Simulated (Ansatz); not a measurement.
# HNSiTe: an energy map over bond length Si2–H4 and angle H4–Si2–N1

How does the energy of HNSiTe, SMILES N1=[SiH][Te]1 change over two coordinates at once? A grid of runs gives the map.

Program: Ansatz 0.2.0. Level of theory: RKS SPW92 (LDA)/def2-TZVP. These are calculated values, not measurements.

**1. The system as given**

SMILES `N1=[SiH][Te]1`, 4 atoms, charge 0, spin multiplicity 1.

Atoms are counted from 1 here; the program's logs count them from 0.

Bond lengths: N1–Si2 1.658 Å, Si2–Te3 2.399 Å, Si2–H4 1.503 Å. Angles: N1–Si2–Te3 71.2°, N1–Si2–H4 141.2°, Te3–Si2–H4 147.6°.

As a file:

| atom | x (Å) | y (Å) | z (Å) |
| --- | --- | --- | --- |
| N1 | 0.51192 | -1.07839 | -0.70079 |
| Si2 | 0.17468 | 0.41749 | -0.06907 |
| Te3 | -1.29344 | -1.19286 | 0.93340 |
| H4 | 0.60684 | 1.85376 | -0.16354 |

**3. Plan of the scan**

- bond length Si2–H4: 15 values from 1.287 to 2.095 Å
- angle H4–Si2–N1: 15 values from 105.2 to 175.2 °

Nothing else is relaxed (all other coordinates rigid). Energies count from the relaxed molecule at the same level. Points are written as (first, second).

(The set-up runs are not shown.)

**4. The run at (1.806 Å, 160.2°)**

File input.yaml:

```yaml
crystal:
  periodic: [false, false, false]
  atoms:
    - { symbol: "N", position_ang: [0.473486, -1.058021, -0.660498] }
    - { symbol: Si, position_ang: [0.157288, 0.422755, -0.054373] }
    - { symbol: Te, position_ang: [-1.253626, -1.204047, 0.894967] }
    - { symbol: H, position_ang: [0.267197, 2.203736, 0.224308] }
basis:
  gaussian: { orbitals: def2-TZVP }
hamiltonian:
  xc: lda
output:
  forces: true
```

Command:

```console
> ansatz run input.yaml --threads 1 --pin off --max-ram 2560MiB --backend cpu --events-out ev --progress --plain --runs-dir out
```

Further runs follow: the other points that were computed.

Before running it: what results should come out? Wanted: lowest point; highest computed point; dipole moment.

**Answer**, as computed:

| quantity | value |
| --- | --- |
| lowest point | (1.518 Å, 140.2°), 0.36 kJ/mol |
| highest computed point | (2.095 Å, 175.2°), 162 kJ/mol above the lowest |
| dipole moment (D) | 2.80 at (2.095 Å, 105.2°) to 3.69 at (1.287 Å, 175.2°); 3.32 at the lowest point |
| time for the whole task | 23 min on 1 thread, shared host |

**Reading.** The lowest computed point is at (1.518 Å, 140.2°), 0.36 kJ/mol from the relaxed molecule at the same level. The grid is coarse, so the lowest point of the scanned range may lie between grid points; coordinates that were held can hide deeper minima. No other kind of well shows on this grid. The highest computed point, (2.095 Å, 175.2°), lies 162 kJ/mol above the lowest. Round the minimum the two coordinates are nearly uncoupled.
